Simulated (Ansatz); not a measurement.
# Si: the cost of one run

Program: Ansatz 0.2.0. Level of theory: DFT r2SCAN, scalar-relativistic, plane waves, PAW. These are calculated values, not measurements.

**1. The starting structure**

It takes space group Fd-3m (No. 227, cubic). Conventional cell: a = 5.320 Å, b = 5.320 Å, c = 5.320 Å, α = 90.00°, β = 90.00°, γ = 90.00°. Si (site symmetry -43m) has 4 Si at 2.30 Å as nearest neighbours.

As a file:

```xyz
2
Lattice="0.0000 2.6600 2.6600 2.6600 0.0000 2.6600 2.6600 2.6600 0.0000" Properties=species:S:1:pos:R:3 pbc="T T T"
Si    0.0000    0.0000    0.0000
Si    1.3300    1.3300    1.3300
```

**2. Elastic constants: Si, no spin**

It takes the final geometry of an earlier run.

Contents of input.yaml:

```yaml
crystal:
  lattice:
    - [0.0, 2.6600181301, 2.6600181301]
    - [2.6600181301, 0.0, 2.6600181301]
    - [2.6600181301, 2.6600181301, 0.0]
  atoms:
    - { symbol: Si, position: [0.0, 0.0, 0.0] }
    - { symbol: Si, position: [0.25, 0.25, 0.25] }
scf:
  occupations: { method: gaussian, width: 0.03 }
output:
  stress: true
hamiltonian:
  xc: r2scan
kpoints:
  mp_grid: { grid: [12, 12, 12] }
elastic:
  mode: relaxed_ion
```

The run is started by

```console
> ansatz run input.yaml --threads 4 --pin off --max-ram 6144MiB --backend cpu --events-out ev --progress --plain --runs-dir out
```

What time and memory should one allow on 4 threads of Intel Xeon 6975P-C (Granite Rapids), shared host?

About 19 s, with a peak of 0.61 GiB.
